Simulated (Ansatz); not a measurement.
# HfC18: the cost of one run

Program: Ansatz 0.2.0. Level of theory: DFT PBE, plane waves, PAW, scalar-relativistic, no spin polarisation. These are calculated values, not measurements.

## 1. Starting point

The cell holds 19 atoms (C18Hf): a = 7.398 Å, b = 7.398 Å, c = 13.000 Å, α = 90.00°, β = 90.00°, γ = 120.00°.

Structure file:

```
C Hf
1.0
     7.39800    0.00000    0.00000
    -3.69900    6.40686    0.00000
     0.00000    0.00000   13.00000
C Hf
18 1
Direct
  0.00000 0.00000 0.07692
  0.22222 0.11111 0.07692
  0.00000 0.33333 0.07692
  0.22222 0.44444 0.07692
  0.00000 0.66667 0.07692
  0.22222 0.77778 0.07692
  0.33333 0.00000 0.07692
  0.55556 0.11111 0.07692
  0.33333 0.33333 0.07692
  0.55556 0.44444 0.07692
  0.33333 0.66667 0.07692
  0.55556 0.77778 0.07692
  0.66667 0.00000 0.07692
  0.88889 0.11111 0.07692
  0.66667 0.33333 0.07692
  0.88889 0.44444 0.07692
  0.66667 0.66667 0.07692
  0.88889 0.77778 0.07692
  0.71900 0.40451 0.27231
```

## 2. Relaxing the start

Contents of input.yaml:

```yaml
crystal:
  lattice:
    - [7.398, 0.0, 0.0]
    - [-3.699, 6.406856, 0.0]
    - [0.0, 0.0, 13.0]
  atoms:
    - { symbol: C, position: [0.0, 0.0, 0.0769231] }
    - { symbol: C, position: [0.2222222, 0.1111111, 0.0769231] }
    - { symbol: C, position: [0.0, 0.3333333, 0.0769231] }
    - { symbol: C, position: [0.2222222, 0.4444444, 0.0769231] }
    - { symbol: C, position: [0.0, 0.6666667, 0.0769231] }
    - { symbol: C, position: [0.2222222, 0.7777778, 0.0769231] }
    - { symbol: C, position: [0.3333333, 0.0, 0.0769231] }
    - { symbol: C, position: [0.5555556, 0.1111111, 0.0769231] }
    - { symbol: C, position: [0.3333333, 0.3333333, 0.0769231] }
    - { symbol: C, position: [0.5555556, 0.4444444, 0.0769231] }
    - { symbol: C, position: [0.3333333, 0.6666667, 0.0769231] }
    - { symbol: C, position: [0.5555556, 0.7777778, 0.0769231] }
    - { symbol: C, position: [0.6666667, 0.0, 0.0769231] }
    - { symbol: C, position: [0.8888889, 0.1111111, 0.0769231] }
    - { symbol: C, position: [0.6666667, 0.3333333, 0.0769231] }
    - { symbol: C, position: [0.8888889, 0.4444444, 0.0769231] }
    - { symbol: C, position: [0.6666667, 0.6666667, 0.0769231] }
    - { symbol: C, position: [0.8888889, 0.7777778, 0.0769231] }
    - { symbol: Hf, position: [0.719003, 0.404505, 0.2723077] }
basis:
  ecutwfc: 420.0
kpoints:
  mp_grid: { grid: [2, 2, 1] }
hamiltonian:
  xc: pbe
  pseudopotentials: { kind: paw, azcp: { folder: soft_1 } }
scf:
  occupations: { method: fermi_dirac, width: 0.05 }
  lower_state_search: "off"
relax:
  f_tol: 0.08
  max_steps: 25
  adjacent_minimum: "off"
output:
  write_density: true
  write_potential: true
  elf: true
  volumetric_format: npy
```

Command:

```
$ ansatz run input.yaml --threads 1 --pin off --max-ram 3072MiB --backend cpu --events-out ev --progress --plain --runs-dir out
```

What time and memory should one allow on 1 thread of Arm Neoverse V2, shared host?

About 80 s, with a peak of 0.72 GiB.
